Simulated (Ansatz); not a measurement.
# AlGa2Sb3: the cost of one run

Method: DFT PBE, scalar-relativistic, plane waves, PAW, in Ansatz 0.2.0.

**1. The structure to begin with**

The structure is tetragonal, space group P4mm (No. 99). The conventional cell has a = 3.675 Å, b = 3.675 Å, c = 7.241 Å, α = 90.00°, β = 90.00°, γ = 90.00°. Al (site symmetry 4mm) has 4 Ga at 1.84 Å in its first shell of neighbours. Ga (site symmetry 2mm) has 2 Al at 1.84 Å and 2 Sb at 1.98 Å in its first shell of neighbours. Sb (site symmetry 4mm) has 1 Sb at 1.54 Å in its first shell of neighbours. Sb (site symmetry 4mm) has 4 Sb at 2.78 Å and 1 Al at 3.18 Å in its first shell of neighbours.

Coordinates:

```
Al Ga Sb
1.0
     3.67483    0.00000    0.00000
     0.00000    3.67483    0.00000
     0.00000    0.00000    7.24098
Al Ga Sb
1 2 3
Direct
  0.00000 0.00000 0.04643
  0.50000 0.00000 0.05517
  0.00000 0.50000 0.05517
  0.50000 0.50000 0.95491
  0.50000 0.50000 0.74257
  0.00000 0.00000 0.60659
```

The cell is invented: random cell by space group and Wyckoff sites (P4mm, No. 99). Its size is a rough estimate.

**2. Probe: one point on a coarse mesh**

input.yaml

```yaml
crystal:
  lattice:
    - [3.67482634, 0.0, 0.0]
    - [0.0, 3.67482634, 0.0]
    - [0.0, 0.0, 7.24097989]
  atoms:
    - { symbol: Al, position: [0.0, 0.0, 0.04642575] }
    - { symbol: Ga, position: [0.5, 0.0, 0.05516564] }
    - { symbol: Ga, position: [0.0, 0.5, 0.05516564] }
    - { symbol: Sb, position: [0.5, 0.5, 0.95491185] }
    - { symbol: Sb, position: [0.5, 0.5, 0.74256577] }
    - { symbol: Sb, position: [0.0, 0.0, 0.60659035] }
basis:
  ecutwfc: 420
kpoints:
  mp_grid: { grid: [6, 6, 4] }
hamiltonian:
  xc: pbe
scf:
  occupations: { method: gaussian, width: 0.1 }
  lower_state_search: "off"
output:
  forces: true
  stress: true
  eigenvalues: true
```

The run is started by

```sh
> ansatz run input.yaml --threads 1 --pin off --max-ram 2560MiB --backend cpu --events-out ev --progress --plain --runs-dir out
```

Q: Estimate wall time and peak memory on 1 thread of Intel Xeon at 2.70GHz, shared host.

About 19 s, with a peak of 0.41 GiB.
